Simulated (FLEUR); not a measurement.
Input of a FLEUR MaX-R8.1 (later development tree) run:

The input inp.xml:

```xml
<?xml version="1.0" encoding="UTF-8" standalone="no"?>
<fleurInput fleurInputVersion="0.39">
   <comment>
      CoW3                                                                                                
   </comment>
   <calculationSetup>
      <cutoffs Kmax="4.1" Gmax="12.7" GmaxXC="12.7" numbands="0"/>
      <scfLoop itmax="80" minDistance="0.0001" maxIterBroyd="30" imix="Anderson" alpha="0.05" precondParam="0.0" spinf="2.0" sdNocoIR="T"/>
      <coreElectrons ctail="F" frcor="F" kcrel="0" coretail_lmax="0"/>
      <xcFunctional name="LibXC" relativisticCorrections="F">
         <LibXCName exchange="mgga_x_r2scan" correlation="mgga_c_r2scan"/>
         <AuxGGA exchange="117" correlation="130"/>
      </xcFunctional>
      <magnetism jspins="2"/>
      <soc l_soc="F" theta="0.0" phi="0.0" spav="F"/>
      <expertModes spex="0" secvar="F"/>
      <geometryOptimization l_f="F" forcealpha="1.0" forcemix="BFGS" epsdisp="0.00001" epsforce="0.00001"/>
      <ldaU l_linMix="F" mixParam="0.05" spinf="1.0"/>
   </calculationSetup>
   <cell>
      <bzIntegration valenceElectrons="101.0" mode="hist" fermiSmearingEnergy="0.00183747">
         <kPointListSelection listName="default-1"/>
         <!-- k-points included here -->
         <xi:include xmlns:xi="http://www.w3.org/2001/XInclude" href="kpts.xml"> </xi:include>
      </bzIntegration>
      <!-- symmetry operations included here -->
      <xi:include xmlns:xi="http://www.w3.org/2001/XInclude" href="sym.xml"> </xi:include>
      <bulkLattice scale="1.0">
         <bravaisMatrix>
            <row-1>    7.3838232626819336     0.0000000000000000     0.0000000000000000</row-1>
            <row-2>    0.0000000000000000     7.3838232626819336     0.0000000000000000</row-2>
            <row-3>    0.0000000000000000     0.0000000000000000     7.3838232626819336</row-3>
         </bravaisMatrix>
      </bulkLattice>
   </cell>
   <atomSpecies>
      <species name="Tungsten (W)" element="W" atomicNumber="74">
         <mtSphere radius="2.42" gridPoints="801" logIncrement="0.017"/>
         <atomicCutoffs lmax="10" lnonsphr="10"/>
         <electronConfig flipSpins="F">
            <coreConfig>(1s1/2) (2s1/2) (2p1/2) (2p3/2) (3s1/2) (3p1/2) (3p3/2) (4s1/2) (3d3/2) (3d5/2) (4p1/2) (4p3/2) (4d3/2) (4d5/2)</coreConfig>
            <valenceConfig>(5s1/2) (5p1/2) (5p3/2) (6s1/2) (4f5/2) (4f7/2) (5d3/2) (5d5/2)</valenceConfig>
            <stateOccupation state="(5d3/2)" spinUp="0.800000" spinDown="0.800000"/>
            <stateOccupation state="(5d5/2)" spinUp="1.200000" spinDown="1.200000"/>
         </electronConfig>
         <energyParameters s="6" p="6" d="5" f="4"/>
         <lo type="SCLO" l="0" n="5" eDeriv="0"/>
         <lo type="SCLO" l="1" n="5" eDeriv="0"/>
         <lo type="SCLO" l="2" n="5" eDeriv="2"/>
         <lo type="SCLO" l="3" n="4" eDeriv="2"/>
      </species>
      <species name="Cobalt (Co2.000" element="Co" atomicNumber="27">
         <mtSphere radius="2.42" gridPoints="801" logIncrement="0.015"/>
         <atomicCutoffs lmax="10" lnonsphr="10"/>
         <electronConfig flipSpins="F">
            <coreConfig>(1s1/2) (2s1/2) (2p1/2) (2p3/2)</coreConfig>
            <valenceConfig>(3s1/2) (3p1/2) (3p3/2) (4s1/2) (3d3/2) (3d5/2)</valenceConfig>
            <stateOccupation state="(3d3/2)" spinUp="1.5" spinDown="1.3"/>
            <stateOccupation state="(3d5/2)" spinUp="3.0" spinDown="1.2"/>
         </electronConfig>
         <energyParameters s="4" p="4" d="3" f="4"/>
         <lo type="SCLO" l="0" n="3" eDeriv="0"/>
         <lo type="SCLO" l="1" n="3" eDeriv="0"/>
         <lo type="SCLO" l="1" n="3" eDeriv="1"/>
         <lo type="SCLO" l="2" n="3" eDeriv="2"/>
         <lo type="SCLO" l="3" n="4" eDeriv="2"/>
      </species>
   </atomSpecies>
   <atomGroups>
      <atomGroup species="Tungsten (W)">
         <relPos label="                   1">1.000/2.000 1.000/2.000 .0000000000</relPos>
         <relPos label="                   2">1.000/2.000 .0000000000 1.000/2.000</relPos>
         <relPos label="                   3">.0000000000 1.000/2.000 1.000/2.000</relPos>
         <force calculate="T" relaxXYZ="TTT"/>
      </atomGroup>
      <atomGroup species="Cobalt (Co2.000">
         <relPos label="                   4">.0000000000 .0000000000 .0000000000</relPos>
         <force calculate="T" relaxXYZ="TTT"/>
      </atomGroup>
   </atomGroups>
   <output dos="F" band="F" slice="F">
      <checks vchk="F" cdinf="F"/>
      <bandDOS minEnergy="-.5*Htr" maxEnergy="0.5*Htr" sigma="0.015" storeEVData="T"/>
      <vacuumDOS vacdos="F" integ="F" star="F" nstars="0" locx1="0.0" locy1="0.0" locx2="0.0" locy2="0.0" nstm="0" tworkf="0.0"/>
      <unfoldingBand unfoldBand="F" supercellX="1" supercellY="1" supercellZ="1"/>
      <plotting iplot="0" polar="F">
         <plot TwoD="T" vec1="  1.0  0.0  0.0" vec2="  0.0  1.0  0.0" vec3="  0.0  0.0  1.0" zero="  0.0  0.0  0.0" file="plot"/>
      </plotting>
      <chargeDensitySlicing numkpt="0" minEigenval="0.0" maxEigenval="0.0" nnne="0" pallst="F"/>
      <specialOutput eonly="F"/>
      <moessbauerParams electricFieldGradient="T" isomerShift="T" coreHyperfine="T" valenceHyperfine="T"/>
      <magneticCircularDichroism mcd="F" energyLo="-10.0" energyUp="0.0"/>
   </output>
  <!-- We include the file relax.xml here to enable relaxations (see documentation) -->
  <xi:include xmlns:xi="http://www.w3.org/2001/XInclude" href="relax.xml"> <xi:fallback/> </xi:include>
</fleurInput>
```

Contents of crystal.txt:

```
CoW3
&input cartesian=F /
3.9073510000  0.0000000000  0.0000000000
0.0000000000  3.9073510000  0.0000000000
0.0000000000  0.0000000000  3.9073510000
1.8897261246
1.0 1.0 1.0

4
74 0.5000000000  0.5000000000  0.0000000000
74 0.5000000000  0.0000000000  0.5000000000
74 0.0000000000  0.5000000000  0.5000000000
27 0.0000000000  0.0000000000  0.0000000000 : 2.000

&kpt div1=7 div2=7 div3=7 gamma=T /
```

File inp.xml (bands):

```
<?xml version="1.0" encoding="UTF-8" standalone="no"?>
<fleurInput fleurInputVersion="0.39">
   <comment>
      CoW3                                                                                                
   </comment>
   <calculationSetup>
      <cutoffs Kmax="4.1" Gmax="12.7" GmaxXC="12.7" numbands="0"/>
      <scfLoop itmax="80" minDistance="0.0001" maxIterBroyd="30" imix="Anderson" alpha="0.05" precondParam="0.0" spinf="2.0" sdNocoIR="T"/>
      <coreElectrons ctail="F" frcor="F" kcrel="0" coretail_lmax="0"/>
      <xcFunctional name="LibXC" relativisticCorrections="F">
         <LibXCName exchange="mgga_x_r2scan" correlation="mgga_c_r2scan"/>
         <AuxGGA exchange="117" correlation="130"/>
      </xcFunctional>
      <magnetism jspins="2"/>
      <soc l_soc="F" theta="0.0" phi="0.0" spav="F"/>
      <expertModes spex="0" secvar="F"/>
      <geometryOptimization l_f="F" forcealpha="1.0" forcemix="BFGS" epsdisp="0.00001" epsforce="0.00001"/>
      <ldaU l_linMix="F" mixParam="0.05" spinf="1.0"/>
   </calculationSetup>
   <cell>
      <bzIntegration valenceElectrons="101.0" mode="hist" fermiSmearingEnergy="0.00183747">
         <kPointListSelection listName="path-1"/>
         <!-- k-points included here -->
         <xi:include xmlns:xi="http://www.w3.org/2001/XInclude" href="kpts.xml"> </xi:include>
      </bzIntegration>
      <!-- symmetry operations included here -->
      <xi:include xmlns:xi="http://www.w3.org/2001/XInclude" href="sym.xml"> </xi:include>
      <bulkLattice scale="1.0">
         <bravaisMatrix>
            <row-1>    7.3838232626819336     0.0000000000000000     0.0000000000000000</row-1>
            <row-2>    0.0000000000000000     7.3838232626819336     0.0000000000000000</row-2>
            <row-3>    0.0000000000000000     0.0000000000000000     7.3838232626819336</row-3>
         </bravaisMatrix>
      </bulkLattice>
   </cell>
   <atomSpecies>
      <species name="Tungsten (W)" element="W" atomicNumber="74">
         <mtSphere radius="2.42" gridPoints="801" logIncrement="0.017"/>
         <atomicCutoffs lmax="10" lnonsphr="10"/>
         <electronConfig flipSpins="F">
            <coreConfig>(1s1/2) (2s1/2) (2p1/2) (2p3/2) (3s1/2) (3p1/2) (3p3/2) (4s1/2) (3d3/2) (3d5/2) (4p1/2) (4p3/2) (4d3/2) (4d5/2)</coreConfig>
            <valenceConfig>(5s1/2) (5p1/2) (5p3/2) (6s1/2) (4f5/2) (4f7/2) (5d3/2) (5d5/2)</valenceConfig>
            <stateOccupation state="(5d3/2)" spinUp="0.800000" spinDown="0.800000"/>
            <stateOccupation state="(5d5/2)" spinUp="1.200000" spinDown="1.200000"/>
         </electronConfig>
         <energyParameters s="6" p="6" d="5" f="4"/>
         <lo type="SCLO" l="0" n="5" eDeriv="0"/>
         <lo type="SCLO" l="1" n="5" eDeriv="0"/>
         <lo type="SCLO" l="2" n="5" eDeriv="2"/>
         <lo type="SCLO" l="3" n="4" eDeriv="2"/>
      </species>
      <species name="Cobalt (Co2.000" element="Co" atomicNumber="27">
         <mtSphere radius="2.42" gridPoints="801" logIncrement="0.015"/>
         <atomicCutoffs lmax="10" lnonsphr="10"/>
         <electronConfig flipSpins="F">
            <coreConfig>(1s1/2) (2s1/2) (2p1/2) (2p3/2)</coreConfig>
            <valenceConfig>(3s1/2) (3p1/2) (3p3/2) (4s1/2) (3d3/2) (3d5/2)</valenceConfig>
            <stateOccupation state="(3d3/2)" spinUp="1.5" spinDown="1.3"/>
            <stateOccupation state="(3d5/2)" spinUp="3.0" spinDown="1.2"/>
         </electronConfig>
         <energyParameters s="4" p="4" d="3" f="4"/>
         <lo type="SCLO" l="0" n="3" eDeriv="0"/>
         <lo type="SCLO" l="1" n="3" eDeriv="0"/>
         <lo type="SCLO" l="1" n="3" eDeriv="1"/>
         <lo type="SCLO" l="2" n="3" eDeriv="2"/>
         <lo type="SCLO" l="3" n="4" eDeriv="2"/>
      </species>
   </atomSpecies>
   <atomGroups>
      <atomGroup species="Tungsten (W)">
         <relPos label="                   1">1.000/2.000 1.000/2.000 .0000000000</relPos>
         <relPos label="                   2">1.000/2.000 .0000000000 1.000/2.000</relPos>
         <relPos label="                   3">.0000000000 1.000/2.000 1.000/2.000</relPos>
         <force calculate="T" relaxXYZ="TTT"/>
      </atomGroup>
      <atomGroup species="Cobalt (Co2.000">
         <relPos label="                   4">.0000000000 .0000000000 .0000000000</relPos>
         <force calculate="T" relaxXYZ="TTT"/>
      </atomGroup>
   </atomGroups>
   <output dos="F" band="T" slice="F">
      <checks vchk="F" cdinf="F"/>
      <bandDOS minEnergy="-.5*Htr" maxEnergy="0.5*Htr" sigma="0.015" storeEVData="T"/>
      <vacuumDOS vacdos="F" integ="F" star="F" nstars="0" locx1="0.0" locy1="0.0" locx2="0.0" locy2="0.0" nstm="0" tworkf="0.0"/>
      <unfoldingBand unfoldBand="F" supercellX="1" supercellY="1" supercellZ="1"/>
      <plotting iplot="0" polar="F">
         <plot TwoD="T" vec1="  1.0  0.0  0.0" vec2="  0.0  1.0  0.0" vec3="  0.0  0.0  1.0" zero="  0.0  0.0  0.0" file="plot"/>
      </plotting>
      <chargeDensitySlicing numkpt="0" minEigenval="0.0" maxEigenval="0.0" nnne="0" pallst="F"/>
      <specialOutput eonly="F"/>
      <moessbauerParams electricFieldGradient="T" isomerShift="T" coreHyperfine="T" valenceHyperfine="T"/>
      <magneticCircularDichroism mcd="F" energyLo="-10.0" energyUp="0.0"/>
   </output>
  <!-- We include the file relax.xml here to enable relaxations (see documentation) -->
  <xi:include xmlns:xi="http://www.w3.org/2001/XInclude" href="relax.xml"> <xi:fallback/> </xi:include>
</fleurInput>
```

Potentials or basis: all-electron, FLAPW.

The run is started by

```sh
$ inpgen -f crystal.txt -profile fastHighL
$ # inp.xml edited to the form shown
$ fleur_MPI
$ fleur_MPI   # second run, on inp.xml (bands)
```

(1) Estimate the net moment.

(2) Predict the band gap along the path.

(3) Predict the site moments.

Results:

(1) 1.65 μB per cell.

(2) none (metal or under the smearing width).

(3) W +0.02; Co +1.65 μB.

Caveat: the meta-GGA is that of a development version, with a GGA for the radial functions and cores and without core tails; spin-orbit coupling is left out, which moves the levels of the heavy elements.
